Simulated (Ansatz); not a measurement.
HPbNO4:

```
H Pb N O
1.0
     4.20407    0.00000    0.00000
     2.02172    3.83952    0.00000
     2.04686    1.27900    6.28132
H Pb N O
1 1 1 4
Direct
  0.89145 0.68202 0.62796
  0.14426 0.92872 0.88352
  0.25670 0.28861 0.30171
  0.83108 0.65056 0.78405
  0.38694 0.22380 0.11295
  0.31104 0.03576 0.45856
  0.07726 0.60633 0.32275
```

The cell was built by a generator and needn't be a form met in nature.

Base run:

| Property | Result |
| --- | --- |
| Program | Ansatz 0.2.0 |
| Functional | PBE |
| Potentials or basis | Ansatz PAW |
| Cutoff | 420 eV (not typed: the program's choice for these potentials) |
| k mesh | 7 × 7 × 5 |
| Occupations | fermi-dirac, width 0.05 eV |
| Spin | no spin polarisation |

Its results: band gap on the k mesh 2.82 eV, indirect (least direct gap 2.84 eV); pressure 0.0 GPa.

Q: The run is repeated on the same cell with these changes: functional from PBE to revPBE. What comes out?

A: Band gap on the k mesh 2.86 eV, indirect (least direct gap 2.89 eV); pressure 2.1 GPa.

revPBE binds less tightly than PBE, so the same cell stands under more pressure.

Caveats: spin-orbit coupling is left out, which as a rule narrows the gap of such compounds by several tenths of an eV; the PAW data sets come from PBE, with cores solved anew for the run's functional, which leaves a small shift of forces and pressure (some runs).

A k mesh can miss the band edges.
